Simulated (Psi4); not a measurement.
**UHF/6-31G(d) (spherical functions, sweep point 3) run of GaHClO (SMILES [O][GaH][Cl])**

What is the energy change on altering one bond length of GaHClO at UHF/6-31G* (spherical functions, sweep point 3)? 

The calculation is run with Psi4 1.11.

### Step 1. The system as given

GaHClO has 4 atoms, charge 0, and is taken as a doublet. SMILES: `[O][GaH][Cl]`. The coordinates come from a PBE0-D4/def2-TZVP relaxation.

Bond lengths: O1–Ga2 1.796 Å, Ga2–Cl3 2.128 Å, Ga2–H4 1.543 Å. Angles: O1–Ga2–Cl3 112.7°, O1–Ga2–H4 122.7°, Cl3–Ga2–H4 124.6°.

### Step 2. A single-point energy at UHF/6-31G(d) (spherical functions, sweep point 3)

clgaho.py reads:

```python
import psi4

psi4.set_memory(1600000000)
psi4.set_num_threads(1)
psi4.core.set_output_file('run.log', False)

mol = psi4.geometry("""
0 2
O     -3.28774551    -0.22242076    -0.40099988
Ga     0.05839254     0.27268748    -0.11565124
Cl     1.98553524    -2.94287049     1.33943788
H      1.34869754     2.77884227    -0.86114819
units bohr
symmetry c1
""")

options = {'basis': '6-31G*', 'reference': 'uhf', 'puream': True, 'scf_type': 'pk', 'maxiter': 100}
psi4.set_options(options)

result = psi4.energy('hf')
print('E =', round(result, 9))
```

The run is started by

```sh
python clgaho.py
```

run.log:

```text
[...]
  Running in c1 symmetry.
[...]
  Nuclear repulsion =  240.936455086215517
[...]
  Multiplicity = 2
[...]
  Nalpha       = 29
  Nbeta        = 28
[...]
    Number of basis functions: 66
[...]
   @UHF iter   1: -2456.18539440869836   -3.01572e+00   3.94695e-02 ADIIS/DIIS
[...]
   @UHF iter  16: -2457.91559829003245   -1.15278e-08   4.88108e-07 DIIS
[...]
   @S^2 Observed:                7.586064746E-01
[...]
    Orbital Energies [Eh]
    ---------------------
    Alpha Occupied:
       1A   -378.898196     2A   -104.813520     3A    -48.274750
       4A    -42.606701     5A    -42.603926     6A    -42.603040
       7A    -20.625378     8A    -10.553941     9A     -8.022069
      10A     -8.019655    11A     -8.019472    12A     -6.487462
      13A     -4.582085    14A     -4.578574    15A     -4.576305
      16A     -1.357697    17A     -1.275113    18A     -1.270132
      19A     -1.267521    20A     -1.266795    21A     -1.243301
      22A     -1.080406    23A     -0.641873    24A     -0.637156
      25A     -0.545084    26A     -0.541189    27A     -0.498795
      28A     -0.473778    29A     -0.463085
    Alpha Virtual:
[...]
  @UHF Final Energy: -2457.91559829003245
   => Energetics <=
    Nuclear Repulsion Energy =            240.9364550862155170
    One-Electron Energy =               -3903.0053843547871111
    Two-Electron Energy =                1204.1533309785393158
    Total Energy =                      -2457.9155982900319941
  UHF NO Occupations:
  HONO-2 :   27  A 1.9986972
  HONO-1 :   28  A 1.9979882
[...]
 Multipole Moments:
 ------------------------------------------------------------------------------------
     Multipole            Electronic (a.u.)      Nuclear  (a.u.)        Total (a.u.)
 ------------------------------------------------------------------------------------
 L = 1.  Multiply by 2.5417464519 to convert [e a0] to [Debye]
 Dipole X            :          0.3287225            0.1307370            0.4594595
 Dipole Y            :          1.3497226           -0.5616012            0.7881214
 Dipole Z            :         -0.4502060            0.2243643           -0.2258417
 Magnitude           :                                                    0.9398100
[...]
```

Standard output:

```text
E = -2457.91559829
```

Wall time 5.1 s (1 thread of Intel Xeon at 2.50GHz (Skylake/Cascade Lake), shared host); peak memory 0.24 GiB.

### Step 3. The distorted shape, same level

calc.py reads:

```python
import psi4

psi4.set_memory(1600000000)
psi4.set_num_threads(1)
psi4.set_output_file('clgaho.out', False)

geom = psi4.geometry("""
0 2
O     -4.32000085    -2.22736916     0.19540524
Ga    -0.97386280    -1.73226092     0.48075389
Cl     0.95327990    -4.94781889     1.93584300
H      1.34869754     2.77884227    -0.86114819
units au
symmetry c1
""")

psi4.set_options({
    'reference': 'uhf',
    'puream': True,
    'scf_type': 'pk',
    'maxiter': 100,
})

e_tot = psi4.energy("scf/6-31G*", molecule=geom)
print(f'scf/6-31G* energy: {e_tot:.10f} Eh')
```

The run is started by

```sh
python calc.py
```

clgaho.out:

```text
[...]
  Running in c1 symmetry.
[...]
  Nuclear repulsion =  235.123393513066361
[...]
  Multiplicity = 2
[...]
  Nalpha       = 29
  Nbeta        = 28
[...]
    Number of basis functions: 66
[...]
   @UHF iter   1: -2456.04513888511246   -3.24222e+00   3.89829e-02 ADIIS/DIIS
[...]
   @UHF iter  18: -2457.82498808152650   -1.09381e-07   6.31479e-07 DIIS
[...]
   @S^2 Observed:                1.534098367E+00
[...]
    Orbital Energies [Eh]
    ---------------------
    Alpha Occupied:
       1A   -378.903808     2A   -104.817128     3A    -48.279646
       4A    -42.611697     5A    -42.609439     6A    -42.608485
       7A    -20.623809     8A    -10.557407     9A     -8.024355
      10A     -8.023434    11A     -8.022355    12A     -6.489556
      13A     -4.584866    14A     -4.582934    15A     -4.578702
      16A     -1.351620    17A     -1.278448    18A     -1.273147
      19A     -1.270864    20A     -1.268472    21A     -1.244369
      22A     -1.077668    23A     -0.632620    24A     -0.603101
      25A     -0.542857    26A     -0.517868    27A     -0.508065
      28A     -0.475787    29A     -0.471209
    Alpha Virtual:
[...]
  @UHF Final Energy: -2457.82498808152650
   => Energetics <=
    Nuclear Repulsion Energy =            235.1233935130663610
    One-Electron Energy =               -3891.1668502983839062
    Two-Electron Energy =                1198.2184687037913591
    Total Energy =                      -2457.8249880815264987
  UHF NO Occupations:
  HONO-2 :   27  A 1.9978648
  HONO-1 :   28  A 1.4750996
[...]
 Multipole Moments:
 ------------------------------------------------------------------------------------
     Multipole            Electronic (a.u.)      Nuclear  (a.u.)        Total (a.u.)
 ------------------------------------------------------------------------------------
 L = 1.  Multiply by 2.5417464519 to convert [e a0] to [Debye]
 Dipole X            :         -0.1454780            0.6725014            0.5270234
 Dipole Y            :          0.2493214            0.4906671            0.7399885
 Dipole Z            :         -0.1103527           -0.0886504           -0.1990030
 Magnitude           :                                                    0.9300209
[...]
```

The script printed:

```text
scf/6-31G* energy: -2457.8249880815 Eh
```

Run time: 7.2 s. Hardware: 1 thread of Intel Xeon at 2.50GHz (Skylake/Cascade Lake), shared host; peak memory 0.24 GiB.

### Step 4. Results

Level: UHF/6-31G* (spherical functions, sweep point 3).

```
                                                          quantity           value
                                         first shape: total energy  -2457.91560 Eh
                                        first shape: dipole moment          2.39 D
                   first shape: HOMO energy (highest over α and β)       -12.45 eV
                    first shape: LUMO energy (lowest over α and β)         1.29 eV
                                                 first shape: ⟨S²⟩           0.759
                                     distorted shape: total energy  -2457.82499 Eh
                                    distorted shape: dipole moment          2.36 D
               distorted shape: HOMO energy (highest over α and β)       -10.21 eV
                distorted shape: LUMO energy (lowest over α and β)        -0.07 eV
                                             distorted shape: ⟨S²⟩           1.534
energy change with the Ga2–H4 bond stretched from 1.543 to 2.777 Å        2.466 eV
```

**Reading.** With the Ga2–H4 bond stretched from 1.543 to 2.777 Å the energy rises by 2.47 eV (57 kcal/mol). The first shape isn't relaxed at this level, so the change isn't measured from a minimum. ⟨S²⟩ (distorted shape) is 1.53 where a pure doublet has 0.75: the reference is spin-contaminated.
